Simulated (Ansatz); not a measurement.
**Cl2H3NSi + HF: a complex and its separated parts**

Aim: how far the complex at one end of a reaction step lies below its separated, relaxed parts, level by level.

Computed with Ansatz 0.2.0, Gaussian basis. Level: PBE0-D4/def2-TZVP structures, single points in def2-TZVPP, no counterpoise correction.

Levels: SPW92, PBE-D4, BLYP-D4, r2SCAN-D4, B97M-V, PBE0-D4, B3LYP-D4, r2SCAN0-D4, BHLYP-D4, CAM-B3LYP-D4, wB97X-V, wB97M-V, B2PLYP, PBE-QIDH, RPA on PBE, Hartree-Fock, MP2, CCSD, CCSD(T).

Correlated methods freeze the cores. B3LYP uses VWN-RPA correlation. B2PLYP carries no dispersion term here.

94 further runs of the same task are left out: 94 set aside as unsound or not needed. Runs told in other sessions of the task aren't counted.

### Step 1. The starting structure

The complex: 9 atoms, charge 0, spin multiplicity 1.

Atoms are counted from 1 here; the program's logs count them from 0.

Bond lengths: Si1–N2 1.727 Å, Si1–Cl3 2.029 Å, Si1–Cl4 2.045 Å, Si1–H5 1.469 Å, N2–H8 1.014 Å, N2–H9 1.013 Å, H6–F7 0.948 Å. Angles: N2–Si1–Cl3 106.5°, N2–Si1–Cl4 112.8°, N2–Si1–H5 109.5°, Cl3–Si1–Cl4 108.9°, Cl3–Si1–H5 111.3°, Cl4–Si1–H5 107.8°, Si1–N2–H8 115.7°, Si1–N2–H9 115.7°, H8–N2–H9 109.0°.

Geometry (Å):

```mol
Cl2FH4NSi
  3D, bonds by distance, orders not assigned

  9  7  0  0  0  0  0  0  0  0999 V2000
   -0.8128    0.4884   -0.4594 Si  0  0
    0.6505    0.2407    0.4228 N   0  0
   -0.4498   -0.1186   -2.3616 Cl  0  0
   -1.3978    2.4473   -0.4879 Cl  0  0
   -1.8938   -0.2950    0.1545 H   0  0
    0.8485   -1.4790    0.6196 H   0  0
    0.9116   -2.4134    0.7639 F   0  0
    0.6466    0.5703    1.3812 H   0  0
    1.4971    0.5594   -0.0330 H   0  0
  1  2  8  0
  1  3  8  0
  1  4  8  0
  1  5  8  0
  2  8  8  0
  2  9  8  0
  6  7  8  0
M  END
```

Its parts: Cl2H3NSi holds atoms 1, 2, 3, 4, 5, 8, 9; HF holds atoms 6, 7. Each part counts its atoms afresh in its own runs.

### Step 2. Relaxing Cl2H3NSi alone

File relax-a/in.yaml:

```yaml
crystal:
  periodic: [false, false, false]
  atoms:
    - {symbol: Si, position_ang: [-0.812847, 0.488366, -0.459442]}
    - {symbol: N, position_ang: [0.650467, 0.240693, 0.422799]}
    - {symbol: Cl, position_ang: [-0.449811, -0.118614, -2.361616]}
    - {symbol: Cl, position_ang: [-1.397849, 2.447280, -0.487913]}
    - {symbol: H, position_ang: [-1.893798, -0.295023, 0.154505]}
    - {symbol: H, position_ang: [0.646638, 0.570325, 1.381201]}
    - {symbol: H, position_ang: [1.497056, 0.559432, -0.033045]}
basis:
  gaussian: {orbitals: def2-TZVP}
hamiltonian: {xc: pbe0, dispersion: d4}
relax: {f_tol: 0.005, max_steps: 200}
```

Launch:

```
> ansatz run in.yaml --threads 8 --pin off --events-out ev --progress --plain --max-ram 19148MiB
```

Further steps of the session: Relaxing HF alone; SPW92/def2-TZVPP; PBE-D4/def2-TZVPP; BLYP-D4/def2-TZVPP; r2SCAN-D4/def2-TZVPP; B97M-V/def2-TZVPP; PBE0-D4/def2-TZVPP; B3LYP-D4/def2-TZVPP; r2SCAN0-D4/def2-TZVPP; BHLYP-D4/def2-TZVPP; CAM-B3LYP-D4/def2-TZVPP; wB97X-V/def2-TZVPP; wB97M-V/def2-TZVPP; B2PLYP/def2-TZVPP; PBE-QIDH/def2-TZVPP; RPA on PBE/def2-TZVPP; CCSD(T)/def2-TZVPP; Vibrations of Cl2H3NSi; Vibrations of HF.

What does the calculation give? Wanted: complex less parts, CCSD(T)/def2-TZVPP; with zero-point energy; largest T1 diagnostic.

**Answer**, as computed:

| quantity | value |
| --- | --- |
| complex less parts, CCSD(T)/def2-TZVPP | -32.4 kJ/mol |
| with zero-point energy | -22.3 kJ/mol |
| largest T1 diagnostic | 0.009 |

What this shows: At CCSD(T) the complex lies 32.4 kJ/mol below its parts. B2PLYP is the best functional here (+0.1 kJ/mol from CCSD(T)); SPW92 is the worst (-23.2 kJ/mol). By rung, the mean size of the error is: LDA 23.2, GGA 7.8, meta-GGA 2.9, hybrid 3.7, range-separated hybrid 3.1, double hybrid 0.5 kJ/mol. The double hybrids carry no dispersion term here, unlike the levels marked D4 or V. PBE-D4 gives a relative energy 9.2 kJ/mol too low, outside chemical accuracy (1 kcal/mol, 4.2 kJ/mol). No counterpoise was applied, and triple zeta lacks some correlation, so the CCSD(T) reference has a basis error of its own, and close matches with it are partly luck.
